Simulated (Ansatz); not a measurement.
# HfGeCl (element-swapped structure): how the settings move a single-point run

How sensitive is a single-point run of HfGeCl (element-swapped structure) to its settings? A reference run comes first, then three runs with altered input.

Method: reference: DFT r2SCAN, plane waves, PAW, scalar-relativistic, no spin polarisation, in Ansatz 0.2.0.

## 1. The starting structure

It takes space group P4/nmm (No. 129, tetragonal). Conventional cell: a = 3.697 Å, b = 3.697 Å, c = 8.474 Å, α = 90.00°, β = 90.00°, γ = 90.00°. Hf (site symmetry 4mm) has 5 Cl at 2.82 to 3.02 Å and 4 Ge at 2.87 Å as nearest neighbours. Around Ge (site symmetry -4m2) lie 4 Ge at 2.61 Å and 4 Hf at 2.87 Å. Around Cl (site symmetry 4mm) lie 5 Hf at 2.82 to 3.02 Å.

Coordinates:

```cif
data_structure
_symmetry_space_group_name_H-M 'P 1'
_symmetry_Int_Tables_number 1
_cell_length_a 3.6973
_cell_length_b 3.6973
_cell_length_c 8.4742
_cell_angle_alpha 90.000
_cell_angle_beta 90.000
_cell_angle_gamma 90.000
_cell_volume 115.84
loop_
_atom_site_label
_atom_site_type_symbol
_atom_site_fract_x
_atom_site_fract_y
_atom_site_fract_z
_atom_site_occupancy
Hf1 Hf 0.00000 0.50000 0.25900 1
Hf2 Hf 0.50000 0.00000 0.74100 1
Ge1 Ge 0.00000 0.00000 0.00000 1
Ge2 Ge 0.50000 0.50000 0.00000 1
Cl1 Cl 0.00000 0.50000 0.61500 1
Cl2 Cl 0.50000 0.00000 0.38500 1
```

## 2. The reference run

Contents of input.yaml:

```yaml
crystal:
  lattice:
    - [3.697264, 0.0, 0.0]
    - [0.0, 3.697264, 0.0]
    - [0.0, 0.0, 8.474169]
  atoms:
    - { symbol: Hf, position: [0.0, 0.5, 0.259] }
    - { symbol: Hf, position: [0.5, 0.0, 0.741] }
    - { symbol: Ge, position: [0.0, 0.0, 0.0] }
    - { symbol: Ge, position: [0.5, 0.5, 0.0] }
    - { symbol: Cl, position: [0.0, 0.5, 0.615] }
    - { symbol: Cl, position: [0.5, 0.0, 0.385] }
  symmetry: { tolerance: 0.0003 }
kpoints:
  mp_grid: { grid: [5, 5, 2], shift: [0, 0, 0] }
magnetization:
  spin_polarized: false
scf:
  occupations: { method: fermi_dirac, width: 0.0899 }
hamiltonian:
  pseudopotentials: { kind: paw }
  xc: r2scan
basis:
  ecutwfc: 500
output:
  forces: true
  stress: true
  eigenvalues: true
```

Command:

```sh
$ ansatz run input.yaml --threads 1 --pin off --max-ram 2560MiB --backend cpu --events-out ev --progress --plain --runs-dir out
```

## 3. Again, with occupations.method tetrahedron, dispersion d3bjatm, width left out

input.yaml: that of step 2 with these lines changed.

```diff
@@ -18,3 +18,3 @@
 scf:
-  occupations: { method: fermi_dirac, width: 0.0899 }
+  occupations: { method: tetrahedron }
 hamiltonian:
@@ -22,2 +22,3 @@
   xc: r2scan
+  dispersion: d3bjatm
 basis:
@@ -28 +29,5 @@
   eigenvalues: true
+  write_density: true
+  write_potential: true
+  elf: true
+  volumetric_format: npy
```

## 4. Again, with lower_state_search off, spin_polarized left out

input.yaml: that of step 2 with these lines changed.

```diff
@@ -15,6 +15,5 @@
   mp_grid: { grid: [5, 5, 2], shift: [0, 0, 0] }
-magnetization:
-  spin_polarized: false
 scf:
   occupations: { method: fermi_dirac, width: 0.0899 }
+  lower_state_search: "off"
 hamiltonian:
```

## 5. Variant: spin_polarized true

input.yaml: that of step 2 with these lines changed.

```diff
@@ -16,3 +16,3 @@
 magnetization:
-  spin_polarized: false
+  spin_polarized: true
 scf:
```

**Question.** What will these runs give? Wanted: for each run, ending; energy change; pressure; gap; force.

As calculated:

```
                                                                  run     ending                                     energy change  pressure (GPa)  gap (eV)  force (eV/Å)  cycles  time
                                                            reference  converged                                                 0            -5.0      0.00          2.11      10  14 s
1: occupations.method tetrahedron, dispersion d3bjatm, width left out  converged  -150.6 meV/atom (σ→0) (with the dispersion term)            -6.2      0.00          2.12      10  15 s
                   2: lower_state_search off, spin_polarized left out  converged                                      0.0 meV/atom            -5.0      0.00          2.11      10  15 s
                                               3: spin_polarized true  converged                                      0.0 meV/atom            -5.0      0.00          2.11      19  30 s
```

Times don't compare one to one where runs were asked for different outputs or read a saved state (see the inputs); cycles may leave out searches for a lower state.

Residual by cycle in the longest SCF loop of each run; runs are numbered as in the table. The quantity is the density residual dr2, in eV.

```
cycle  reference    run 1    run 2   run 3
    1      0.113    0.113    0.113     123
    3     0.0174   0.0178   0.0174    20.6
    4    0.00718  0.00735  0.00718    4.87
    6     2.7e-4   2.8e-4   2.7e-4   0.508
    8     2.1e-6   2.3e-6   2.1e-6  0.0448
    9     2.2e-7   2.2e-7   2.2e-7  0.0273
   11          -        -        -  9.2e-4
   12          -        -        -  8.7e-5
   14          -        -        -  1.2e-5
   16          -        -        -  4.6e-6
   17          -        -        -  1.5e-6
   19          -        -        -  1.2e-8
```

What this shows: Of the converged runs whose energies compare with the reference's, none moves it noticeably. The pressure spans -6.2 to -5.0 GPa over the reference and the converged variants that are taken as comparable (the table has all).

The reference has limits of its own: its mesh is coarse for a cell with so small a gap or none; the cell is far from equilibrium (-5 GPa, forces up to 2.1 eV/Å), so its values aren't those of the relaxed material; the structure is made up and not relaxed.
